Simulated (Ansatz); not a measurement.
# ClF3H2O2W: the cost of one run

Method: the settings change from run to run; program: Ansatz 0.2.0, Gaussian basis.

1 further run of the same task is left out (for a known fault of the program).

## (1) The relaxed structure

The geometry comes from an earlier relaxation with PBE0-D4 in a triple-zeta def2 set; it is a stationary point, not always the lowest conformer. W takes a core potential in def2 sets; no spin-orbit term is included.

9 atoms, charge 0, spin multiplicity 1.

Atoms are counted from 1 here; the program's logs count them from 0.

Bond lengths: O1–W2 1.851 Å, O1–H8 0.961 Å, W2–O3 1.851 Å, W2–F4 1.857 Å, W2–F5 1.857 Å, W2–F6 1.900 Å, W2–Cl7 2.272 Å, O3–H9 0.961 Å. Angles: W2–O1–H8 129.9°, O1–W2–O3 164.3°, O1–W2–F4 90.2°, O1–W2–F5 90.2°, O1–W2–F6 82.1°, O1–W2–Cl7 97.9°, O3–W2–F4 90.2°, O3–W2–F5 90.2°, O3–W2–F6 82.1°, O3–W2–Cl7 97.9°, F4–W2–F5 177.6°, F4–W2–F6 91.2°, F4–W2–Cl7 88.8°, F5–W2–F6 91.2°, F5–W2–Cl7 88.8°, F6–W2–Cl7 180.0°, W2–O3–H9 129.9°.

## (2) BHLYP/def2-TZVP

Options: unrestricted orbitals, a grid of angular degree 23, relativity set to scalar.

The input, in.yaml:

```yaml
crystal:
  periodic: [false, false, false]
  atoms:
    - {symbol: O, position_ang: [-1.613375, -0.042024, 0.870357]}
    - {symbol: W, position_ang: [-0.030574, -0.231215, -0.070528]}
    - {symbol: O, position_ang: [1.615836, 0.060258, -0.864709]}
    - {symbol: F, position_ang: [-0.883833, 0.316232, -1.626267]}
    - {symbol: F, position_ang: [0.812961, -0.851787, 1.462884]}
    - {symbol: F, position_ang: [0.208177, 1.571784, 0.480037]}
    - {symbol: Cl, position_ang: [-0.315917, -2.386704, -0.728869]}
    - {symbol: H, position_ang: [-1.959994, 0.716340, 1.347220]}
    - {symbol: H, position_ang: [2.166719, 0.847126, -0.870125]}
basis:
  gaussian: {orbitals: def2-TZVP, final_grid: {core_spheres: 8, valence_spheres: 7, degree: 23}}
magnetization: {spin_polarized: true, initial_magnetization: 0}
hamiltonian: {xc: {name: BHLYP}, pseudopotentials: {relativity: scalar}}
```

The run is started by

```bash
> ansatz run in.yaml --threads 4 --pin off --events-out ev --progress --plain --max-ram 11315MiB
```

What time and memory should one allow on 4 threads of Arm Neoverse V2, shared host?

About 8 s, with a peak of 1 GiB.
